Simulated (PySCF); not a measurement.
# A gas-phase reaction: ClH3Si + Cl2 → Cl2H2Si + ClH

What reaction energy should one expect for `[SiH3]Cl` + `ClCl` → `Cl[SiH2]Cl` + `Cl`?

Programs: PySCF 2.14.0. All values are calculated, for the isolated system unless a continuum is named. Atoms count from 0, parts from 1.

## 1. The system as given

Each species was relaxed by itself at PBE0-D3(BJ)/def2-SVPD.

## 2. Reaction energy: wB97M-D3(BJ)/def2-TZVPD

Job settings and geometry (Å):

```
{"job": {"kind": "react", "xc": "wB97M-D3(BJ)", "basis": "def2-TZVPD"}, "charge": 0, "multiplicity": 1}
-1 ClH3Si charge 0 multiplicity 1
Si    -0.046860     0.046080     0.013350
Cl     2.033910    -0.002100     0.095990
H     -0.568620    -0.366630     1.343000
H     -0.461710     1.436450    -0.311290
H     -0.486400    -0.899820    -1.046220

-1 Cl2 charge 0 multiplicity 1
Cl     1.014590    -0.005840    -0.013170
Cl    -1.014660    -0.001190     0.014350

+1 Cl2H2Si charge 0 multiplicity 1
Cl    -1.788480     0.256240     0.790460
Si     0.164770     0.115920     0.134100
Cl     0.235080    -1.056900    -1.564230
H      0.638120     1.474390    -0.217460
H      0.965580    -0.544280     1.190450

+1 ClH charge 0 multiplicity 1
Cl     0.644620    -0.001010    -0.011190
H     -0.643390     0.002810     0.011680
```

Method: wB97M-D3(BJ)/def2-TZVPD reaction energy of separated species, gas phase.

The run is started by

```console
> OMP_NUM_THREADS=1 python cluster_run.py task.json out
```

This one command runs all jobs of the session in turn.

Output:

```text
species 1 (ClH3Si)
coarse grid: 20144 points
cycle   1  E = -751.6190226335  dE = -1.337e-01  |g| = 2.750e-01  |ddm| = 1.536e+00
cycle   2  E = -751.6337513891  dE = -1.473e-02  |g| = 2.068e-01  |ddm| = 4.375e-01
cycle   3  E = -751.6434534434  dE = -9.702e-03  |g| = 1.659e-02  |ddm| = 1.790e-01
cycle   4  E = -751.6435320721  dE = -7.863e-05  |g| = 4.471e-03  |ddm| = 2.233e-02
cycle   5  E = -751.6435417712  dE = -9.699e-06  |g| = 1.073e-03  |ddm| = 9.620e-03
final grid: 39792 points
cycle   6  E = -751.6435041113  dE = -3.341e-07  |g| = 6.089e-04  |ddm| = 2.332e-03
cycle   7  E = -751.6435041689  dE = -5.757e-08  |g| = 3.998e-04  |ddm| = 9.149e-04
cycle   8  E = -751.6435041960  dE = -2.711e-08  |g| = 4.058e-05  |ddm| = 3.618e-04
cycle   9  E = -751.6435041972  dE = -1.212e-09  |g| = 1.649e-05  |ddm| = 7.683e-05
cycle  10  E = -751.6435041974  dE = -1.248e-10  |g| = 2.458e-06  |ddm| = 3.118e-05
converged SCF energy = -751.6435041974

species 2 (Cl2)
coarse grid: 12632 points
cycle   1  E = -920.4762353731  dE =  6.389e-02  |g| = 2.472e-01  |ddm| = 1.180e+00
cycle   2  E = -920.4854153766  dE = -9.180e-03  |g| = 1.551e-01  |ddm| = 2.411e-01
cycle   3  E = -920.4902180751  dE = -4.803e-03  |g| = 1.247e-02  |ddm| = 9.692e-02
cycle   4  E = -920.4902874922  dE = -6.942e-05  |g| = 2.486e-03  |ddm| = 1.204e-02
cycle   5  E = -920.4902918480  dE = -4.356e-06  |g| = 2.986e-04  |ddm| = 3.875e-03
final grid: 23496 points
cycle   6  E = -920.4902477878  dE = -4.819e-08  |g| = 9.207e-05  |ddm| = 4.965e-04
cycle   7  E = -920.4902477913  dE = -3.540e-09  |g| = 4.821e-05  |ddm| = 1.125e-04
cycle   8  E = -920.4902477920  dE = -6.296e-10  |g| = 1.454e-05  |ddm| = 4.228e-05
converged SCF energy = -920.4902477920

species 3 (Cl2H2Si)
coarse grid: 23992 points
cycle   1  E = -1211.3219409674  dE =  1.087e-01  |g| = 3.848e-01  |ddm| = 1.637e+00
cycle   2  E = -1211.3422078957  dE = -2.027e-02  |g| = 3.325e-01  |ddm| = 6.030e-01
cycle   3  E = -1211.3683957897  dE = -2.619e-02  |g| = 1.906e-02  |ddm| = 2.648e-01
cycle   4  E = -1211.3685095637  dE = -1.138e-04  |g| = 4.859e-03  |ddm| = 2.739e-02
cycle   5  E = -1211.3685244920  dE = -1.493e-05  |g| = 1.248e-03  |ddm| = 1.215e-02
cycle   6  E = -1211.3685251838  dE = -6.918e-07  |g| = 3.574e-04  |ddm| = 1.757e-03
final grid: 46168 points
cycle   7  E = -1211.3684794757  dE = -9.951e-08  |g| = 1.894e-04  |ddm| = 1.345e-03
cycle   8  E = -1211.3684794885  dE = -1.288e-08  |g| = 1.134e-04  |ddm| = 2.905e-04
cycle   9  E = -1211.3684794923  dE = -3.728e-09  |g| = 2.662e-05  |ddm| = 9.237e-05
cycle  10  E = -1211.3684794929  dE = -6.546e-10  |g| = 1.128e-05  |ddm| = 7.010e-05
converged SCF energy = -1211.3684794929

species 4 (ClH)
coarse grid: 8792 points
cycle   1  E = -460.8503332189  dE = -8.165e-02  |g| = 2.169e-01  |ddm| = 7.239e-01
cycle   2  E = -460.8625127652  dE = -1.218e-02  |g| = 1.397e-01  |ddm| = 2.651e-01
cycle   3  E = -460.8670521875  dE = -4.539e-03  |g| = 1.358e-02  |ddm| = 9.818e-02
cycle   4  E = -460.8670932709  dE = -4.108e-05  |g| = 3.364e-03  |ddm| = 9.545e-03
cycle   5  E = -460.8670995194  dE = -6.248e-06  |g| = 8.516e-04  |ddm| = 3.915e-03
final grid: 17120 points
cycle   6  E = -460.8670681936  dE = -3.715e-07  |g| = 3.675e-04  |ddm| = 8.888e-04
cycle   7  E = -460.8670682399  dE = -4.626e-08  |g| = 1.618e-04  |ddm| = 3.980e-04
cycle   8  E = -460.8670682465  dE = -6.578e-09  |g| = 4.220e-05  |ddm| = 1.295e-04
cycle   9  E = -460.8670682478  dE = -1.311e-09  |g| = 3.968e-06  |ddm| = 6.530e-05
cycle  10  E = -460.8670682478  dE = -4.661e-12  |g| = 8.163e-07  |ddm| = 3.310e-06
converged SCF energy = -460.8670682478

Reaction energy = -64.305 kcal/mol
```

Run time: 19 s. Hardware: 1 thread of Arm Neoverse N1, shared host; peak memory 0.55 GiB.

Species by species (with the dispersion term, which the log's SCF energies lack):

| ν | species | energy (Eh) | HOMO (eV) |
| --- | --- | --- | --- |
| -1 | [SiH3]Cl | -751.64737 | -11.36 |
| -1 | ClCl | -920.49147 | -11.18 |
| +1 | Cl[SiH2]Cl | -1211.37370 | -11.47 |
| +1 | Cl | -460.86761 | -11.93 |

## 3. Reaction energy: PBE0-D3(BJ)/def2-TZVPD

The job, as its differences from that of step 2:

```diff
@@ -1,2 +1,2 @@
-{"job": {"kind": "react", "xc": "wB97M-D3(BJ)", "basis": "def2-TZVPD"}, "charge": 0, "multiplicity": 1}
+{"job": {"kind": "react", "xc": "PBE0", "basis": "def2-TZVPD", "disp": "d3bj"}, "charge": 0, "multiplicity": 1}
 -1 ClH3Si charge 0 multiplicity 1
```

With the program's defaults for keys left out, this is: PBE0-D3(BJ)/def2-TZVPD reaction energy of separated species, gas phase.

Output:

```text
species 1 (ClH3Si)
coarse grid: 5112 points
cycle   1  E = -751.2655907720  dE = -1.060e-01  |g| = 2.254e-01  |ddm| = 1.494e+00
cycle   2  E = -751.2632758418  dE =  2.315e-03  |g| = 2.472e-01  |ddm| = 4.299e-01
cycle   3  E = -751.2787587405  dE = -1.548e-02  |g| = 2.272e-02  |ddm| = 2.172e-01
cycle   4  E = -751.2788355984  dE = -7.686e-05  |g| = 5.735e-03  |ddm| = 1.337e-02
cycle   5  E = -751.2788425228  dE = -6.924e-06  |g| = 1.809e-03  |ddm| = 5.398e-03
final grid: 39792 points
cycle   6  E = -751.2792403543  dE = -7.178e-06  |g| = 2.976e-03  |ddm| = 1.377e-02
cycle   7  E = -751.2792398231  dE =  5.312e-07  |g| = 3.013e-03  |ddm| = 4.093e-03
cycle   8  E = -751.2792419500  dE = -2.127e-06  |g| = 2.221e-04  |ddm| = 2.384e-03
cycle   9  E = -751.2792419660  dE = -1.594e-08  |g| = 2.533e-05  |ddm| = 2.074e-04
cycle  10  E = -751.2792419661  dE = -1.432e-10  |g| = 1.220e-05  |ddm| = 3.318e-05
converged SCF energy = -751.2792419661

species 2 (Cl2)
coarse grid: 3248 points
cycle   1  E = -920.0848713012  dE =  1.015e-01  |g| = 1.608e-01  |ddm| = 1.191e+00
cycle   2  E = -920.0872217678  dE = -2.350e-03  |g| = 8.738e-02  |ddm| = 1.235e-01
cycle   3  E = -920.0886045928  dE = -1.383e-03  |g| = 3.229e-02  |ddm| = 7.027e-02
cycle   4  E = -920.0888557209  dE = -2.511e-04  |g| = 5.428e-04  |ddm| = 2.039e-02
cycle   5  E = -920.0888558303  dE = -1.094e-07  |g| = 2.230e-04  |ddm| = 9.351e-04
final grid: 23496 points
cycle   6  E = -920.0901489934  dE = -8.697e-06  |g| = 2.710e-03  |ddm| = 7.427e-03
cycle   7  E = -920.0901494271  dE = -4.336e-07  |g| = 1.504e-03  |ddm| = 3.013e-03
cycle   8  E = -920.0901496665  dE = -2.394e-07  |g| = 1.106e-04  |ddm| = 1.207e-03
cycle   9  E = -920.0901496691  dE = -2.602e-09  |g| = 4.178e-05  |ddm| = 9.886e-05
cycle  10  E = -920.0901496695  dE = -3.913e-10  |g| = 3.005e-06  |ddm| = 2.416e-05
converged SCF energy = -920.0901496695

species 3 (Cl2H2Si)
coarse grid: 6112 points
cycle   1  E = -1210.7779139593  dE =  1.087e-01  |g| = 3.104e-01  |ddm| = 1.662e+00
cycle   2  E = -1210.7661301903  dE =  1.178e-02  |g| = 3.815e-01  |ddm| = 5.910e-01
cycle   3  E = -1210.8030911820  dE = -3.696e-02  |g| = 3.546e-02  |ddm| = 3.192e-01
cycle   4  E = -1210.8033171713  dE = -2.260e-04  |g| = 1.177e-02  |ddm| = 2.607e-02
cycle   5  E = -1210.8033498769  dE = -3.271e-05  |g| = 2.137e-03  |ddm| = 9.988e-03
cycle   6  E = -1210.8033508363  dE = -9.594e-07  |g| = 5.730e-04  |ddm| = 2.060e-03
final grid: 46168 points
cycle   7  E = -1210.8046450941  dE = -1.331e-05  |g| = 3.481e-03  |ddm| = 1.920e-02
cycle   8  E = -1210.8046450753  dE =  1.880e-08  |g| = 2.853e-03  |ddm| = 4.478e-03
cycle   9  E = -1210.8046464836  dE = -1.408e-06  |g| = 4.646e-04  |ddm| = 2.536e-03
cycle  10  E = -1210.8046465462  dE = -6.261e-08  |g| = 8.644e-05  |ddm| = 3.910e-04
cycle  11  E = -1210.8046465481  dE = -1.846e-09  |g| = 1.530e-05  |ddm| = 7.526e-05
cycle  12  E = -1210.8046465481  dE = -6.366e-11  |g| = 4.341e-06  |ddm| = 1.346e-05
converged SCF energy = -1210.8046465481

species 4 (ClH)
coarse grid: 2248 points
cycle   1  E = -460.6537835918  dE = -4.644e-02  |g| = 1.882e-01  |ddm| = 7.411e-01
cycle   2  E = -460.6558523309  dE = -2.069e-03  |g| = 1.902e-01  |ddm| = 3.151e-01
cycle   3  E = -460.6653811700  dE = -9.529e-03  |g| = 1.506e-02  |ddm| = 1.513e-01
cycle   4  E = -460.6654032272  dE = -2.206e-05  |g| = 2.693e-03  |ddm| = 7.323e-03
cycle   5  E = -460.6654047750  dE = -1.548e-06  |g| = 1.111e-03  |ddm| = 2.553e-03
final grid: 17120 points
cycle   6  E = -460.6658903090  dE = -4.429e-06  |g| = 2.164e-03  |ddm| = 7.334e-03
cycle   7  E = -460.6658903384  dE = -2.943e-08  |g| = 1.795e-03  |ddm| = 2.512e-03
cycle   8  E = -460.6658909563  dE = -6.179e-07  |g| = 1.533e-04  |ddm| = 1.363e-03
cycle   9  E = -460.6658909632  dE = -6.901e-09  |g| = 2.146e-05  |ddm| = 1.086e-04
cycle  10  E = -460.6658909633  dE = -1.019e-10  |g| = 4.934e-06  |ddm| = 1.680e-05
converged SCF energy = -460.6658909633

Reaction energy = -63.977 kcal/mol
```

Wall time 9.9 s (1 thread of Arm Neoverse N1, shared host); peak memory 0.53 GiB.

Reaction energy at this level: -63.98 kcal/mol.

## 4. Energies of the species: MP2/def2-TZVPD

The job, as its differences from that of step 3:

```diff
@@ -1,2 +1,2 @@
-{"job": {"kind": "react", "xc": "PBE0", "basis": "def2-TZVPD", "disp": "d3bj"}, "charge": 0, "multiplicity": 1}
+{"job": {"kind": "react", "xc": "MP2", "basis": "def2-TZVPD"}, "charge": 0, "multiplicity": 1}
 -1 ClH3Si charge 0 multiplicity 1
```

With the program's defaults for keys left out, this is: MP2/def2-TZVPD reaction energy of separated species, gas phase.

Output:

```text
species 1 (ClH3Si)
final grid: 39792 points
cycle   1  E = -750.2129256809  dE = -1.790e-01  |g| = 2.933e-01  |ddm| = 1.484e+00
cycle   2  E = -750.2434178432  dE = -3.049e-02  |g| = 1.231e-01  |ddm| = 3.338e-01
cycle   3  E = -750.2474662535  dE = -4.048e-03  |g| = 2.787e-02  |ddm| = 1.240e-01
cycle   4  E = -750.2478451657  dE = -3.789e-04  |g| = 5.516e-03  |ddm| = 3.660e-02
cycle   5  E = -750.2478623912  dE = -1.723e-05  |g| = 1.172e-03  |ddm| = 1.036e-02
cycle   6  E = -750.2478634608  dE = -1.070e-06  |g| = 3.551e-04  |ddm| = 2.509e-03
cycle   7  E = -750.2478635638  dE = -1.030e-07  |g| = 8.735e-05  |ddm| = 5.415e-04
cycle   8  E = -750.2478635702  dE = -6.350e-09  |g| = 2.195e-05  |ddm| = 2.161e-04
cycle   9  E = -750.2478635706  dE = -3.627e-10  |g| = 4.868e-06  |ddm| = 4.686e-05
converged SCF energy = -750.2478635706

species 2 (Cl2)
final grid: 23496 points
cycle   1  E = -918.9653264166  dE =  6.012e-02  |g| = 2.590e-01  |ddm| = 1.186e+00
cycle   2  E = -918.9802786561  dE = -1.495e-02  |g| = 1.127e-01  |ddm| = 2.120e-01
cycle   3  E = -918.9828571635  dE = -2.579e-03  |g| = 1.988e-02  |ddm| = 7.487e-02
cycle   4  E = -918.9830780178  dE = -2.209e-04  |g| = 4.253e-03  |ddm| = 2.065e-02
cycle   5  E = -918.9830901240  dE = -1.211e-05  |g| = 7.297e-04  |ddm| = 5.118e-03
cycle   6  E = -918.9830903415  dE = -2.175e-07  |g| = 1.518e-04  |ddm| = 6.808e-04
cycle   7  E = -918.9830903507  dE = -9.236e-09  |g| = 2.307e-05  |ddm| = 1.886e-04
cycle   8  E = -918.9830903510  dE = -2.566e-10  |g| = 2.990e-06  |ddm| = 4.639e-05
converged SCF energy = -918.9830903510

species 3 (Cl2H2Si)
final grid: 46168 points
cycle   1  E = -1209.1841317611  dE =  9.695e-02  |g| = 3.874e-01  |ddm| = 1.609e+00
cycle   2  E = -1209.2273619502  dE = -4.323e-02  |g| = 2.002e-01  |ddm| = 4.762e-01
cycle   3  E = -1209.2375732440  dE = -1.021e-02  |g| = 3.096e-02  |ddm| = 1.763e-01
cycle   4  E = -1209.2380720683  dE = -4.988e-04  |g| = 7.461e-03  |ddm| = 4.877e-02
cycle   5  E = -1209.2381058728  dE = -3.380e-05  |g| = 1.802e-03  |ddm| = 1.298e-02
cycle   6  E = -1209.2381084766  dE = -2.604e-06  |g| = 6.382e-04  |ddm| = 2.692e-03
cycle   7  E = -1209.2381087992  dE = -3.226e-07  |g| = 1.597e-04  |ddm| = 9.810e-04
cycle   8  E = -1209.2381088183  dE = -1.911e-08  |g| = 3.030e-05  |ddm| = 3.152e-04
cycle   9  E = -1209.2381088190  dE = -6.489e-10  |g| = 6.377e-06  |ddm| = 6.755e-05
converged SCF energy = -1209.2381088190

species 4 (ClH)
final grid: 17120 points
cycle   1  E = -460.0817350317  dE = -1.009e-01  |g| = 2.132e-01  |ddm| = 7.101e-01
cycle   2  E = -460.0969051067  dE = -1.517e-02  |g| = 8.401e-02  |ddm| = 2.053e-01
cycle   3  E = -460.0986384826  dE = -1.733e-03  |g| = 1.826e-02  |ddm| = 5.472e-02
cycle   4  E = -460.0988470491  dE = -2.086e-04  |g| = 6.315e-03  |ddm| = 1.638e-02
cycle   5  E = -460.0988770489  dE = -3.000e-05  |g| = 1.289e-03  |ddm| = 7.398e-03
cycle   6  E = -460.0988782650  dE = -1.216e-06  |g| = 2.808e-04  |ddm| = 1.659e-03
cycle   7  E = -460.0988783183  dE = -5.327e-08  |g| = 4.150e-05  |ddm| = 4.895e-04
cycle   8  E = -460.0988783190  dE = -7.353e-10  |g| = 7.806e-06  |ddm| = 6.177e-05
converged SCF energy = -460.0988783190

Reaction energy = -68.083 kcal/mol
```

Wall time 4.8 s (1 thread of Arm Neoverse N1, shared host); peak memory 0.4 GiB.

Reaction energy at this level: -68.08 kcal/mol.

## 5. Comparing the runs

Energies in kcal/mol, with wall time:

```csv
run,reaction,time
wB97M-D3(BJ)/def2-TZVPD,-64.30,19 s
PBE0-D3(BJ)/def2-TZVPD,-63.98,9.9 s
MP2/def2-TZVPD,-68.08,4.8 s
```

## 6. What came out

```
                                                quantity                      value
               reaction energy (wB97M-D3(BJ)/def2-TZVPD)            -64.30 kcal/mol
                     ΔH, ΔG at 298 K (xTB thermal terms)      -64.7, -64.8 kcal/mol
range of the reaction energy over the runs of this table  -68.08 to -63.98 kcal/mol
```

**Reading.** The reaction is exothermic by 64.7 kcal/mol in the gas phase; dispersion gives -0.43, and xTB itself gave -37.29 for the electronic energy (xTB energies and thermal terms come from the earlier relaxation of each species, not shown). No barrier was sought. xTB and this level differ widely in the electronic energy, so what comes from xTB (the thermal terms above all) is less safe here. The reaction energy runs from -68.08 (MP2/def2-TZVPD) to -63.98 kcal/mol (PBE0-D3(BJ)/def2-TZVPD).
